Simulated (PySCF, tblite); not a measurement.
# C6H7AsBN: geometry, infrared bands and NMR shifts

Aim: predict the infrared bands and NMR shifts of C6H7AsBN (`C=C(C)C#CB([AsH2])C#N`).

Computed with tblite 0.8.0 and PySCF 2.14.0, with density-fitted response routines of our own, on a single molecule in the gas phase. Atoms count from 0, in the outputs and in this text.

**1. The starting structure**

16 atoms, charge 0, multiplicity 1; geometry from: force field or distance geometry start.

Bonds of the start (Å): C0–C1 1.33, C1–C2 1.45, C1–C3 1.44, C3–C4 1.21, C4–B5 1.53, B5–As6 2.02, B5–C7 1.55, C7–N8 1.17, C0–H9 1.08, C0–H10 1.10, C2–H11 1.14, C2–H12 1.11, C2–H13 1.10, As6–H14 1.56, As6–H15 1.55.

**2. Optimising the geometry with GFN2-xTB**

The job: settings as JSON, then the geometry in Å.

```
{"job": {"kind": "relax", "xc": "GFN2-xTB", "basis": "xTB"}, "charge": 0, "multiplicity": 1}
C     -2.342900    -1.377000     0.289300
C     -1.759200    -0.199200     0.116600
C     -2.548500     0.962700    -0.244100
C     -0.333100    -0.165400     0.324400
C      0.861600    -0.167400     0.504000
B      2.378600    -0.181500     0.711700
As     3.460100     1.425200     0.148800
C      3.136400    -1.436800     1.207900
N      3.699200    -2.406400     1.557800
H     -1.745800    -2.234100     0.571900
H     -3.432100    -1.462600     0.145600
H     -3.640900     0.645000    -0.147700
H     -2.397500     1.258900    -1.301400
H     -2.453500     1.836400     0.423400
H      2.518900     2.516700    -0.438100
H      4.591200     0.994500    -0.811500
```

Run with:

```bash
$ OMP_NUM_THREADS=1 python probes_run.py task.json out
```

This one command runs all jobs of the session in turn.

**Question.** This job is followed by: GFN2-xTB harmonic vibrations, gas phase; GIAO PBE0/pcSseg-1 NMR shielding, non-relativistic, gas phase. Predict these results of the whole session: strongest single infrared mode (GFN2-xTB); zero-point energy (GFN2-xTB); ¹³C shifts against TMS (PBE0/pcSseg-1); ¹H shifts against TMS (PBE0/pcSseg-1, means over atoms taken as alike); ¹¹B shifts against BF3·OEt2 (PBE0/pcSseg-1); ⁷⁵As shifts against AsH3 (PBE0/pcSseg-1); ¹⁵N shifts against NH3 (PBE0/pcSseg-1); surface potential, 1st and 99th percentile.

The runs gave:

| quantity | value |
| --- | --- |
| strongest single infrared mode (GFN2-xTB) | 1916 cm⁻¹, 685 km/mol |
| zero-point energy (GFN2-xTB) | 65.9 kcal/mol |
| ¹³C shifts against TMS (PBE0/pcSseg-1) | 159.2, 144.4, 134.9, 130.1, 109.1, 26.4 ppm |
| ¹H shifts against TMS (PBE0/pcSseg-1, means over atoms taken as alike) | 6.33, 6.30, 3.49, 2.21 ppm |
| ¹¹B shifts against BF3·OEt2 (PBE0/pcSseg-1) | 63.8 ppm |
| ⁷⁵As shifts against AsH3 (PBE0/pcSseg-1) | 285 ppm |
| ¹⁵N shifts against NH3 (PBE0/pcSseg-1) | 401.5 ppm |
| surface potential, 1st and 99th percentile | -1.68 V and 1.24 V |

Relaxing lowered the energy by 0.981 eV in 78 steps; the close pair that moved most is C2–H11, from 1.142 to 1.087 Å. The lowest mode is slightly imaginary (9i cm⁻¹), a soft motion within the noise of the Hessian, so the minimum is not strictly shown. The strongest single mode, at 1916 cm⁻¹, moves mainly H15. GFN2-xTB is a fitted tight-binding method: band positions and strengths are rough. Its intensities can rank the bands wrongly. At PBE0/pcSseg-1: Shielding is most anisotropic at As6 (span 557 ppm, paramagnetic term -1174 ppm). At PBE0/pcSseg-1, counted by nearest atom on the grid, the HOMO lies on As6 35 %; C3, C4 about 13 % each, the LUMO on B5 35 %; C3 16 %. Spin-orbit coupling is left out, which matters for shieldings and couplings at and beside the heavy atoms.
